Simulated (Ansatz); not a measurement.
Crystal: RuAu.

```
CELL_PARAMETERS angstrom
3.16481 0.00000 0.00000
0.00000 3.16481 0.00000
0.00000 0.00000 3.16481
ATOMIC_POSITIONS crystal
Ru 0.00000 0.00000 0.00000
Au 0.50000 0.50000 0.50000
```

The cell was built by a generator and needn't be a form met in nature.

Base run:

```yaml
Program: Ansatz 0.2.0
Functional: PBEsol
Potentials_or_basis: Ansatz PAW
Cutoff: "420 eV (not typed: the program's choice for these potentials)"
k_mesh: 8 × 8 × 8
Occupations: fermi-dirac, width 0.05 eV
Spin: no spin polarisation
```

Its results: band gap on the k mesh none (metal or under the smearing width); pressure -8.8 GPa.

Q: The run is repeated on the same cell with these changes: spin from no spin polarisation to spin-orbit coupling, no magnetisation; potential files from those of the base run to others of the same set. What comes out?

A: Band gap on the k mesh none (metal or under the smearing width); pressure -9.7 GPa.

Caveats: the PAW data sets come from PBE, with cores solved anew for the run's functional, which leaves a small shift of forces and pressure; spin-orbit coupling is left out, which moves the levels of the heavy elements (some runs).
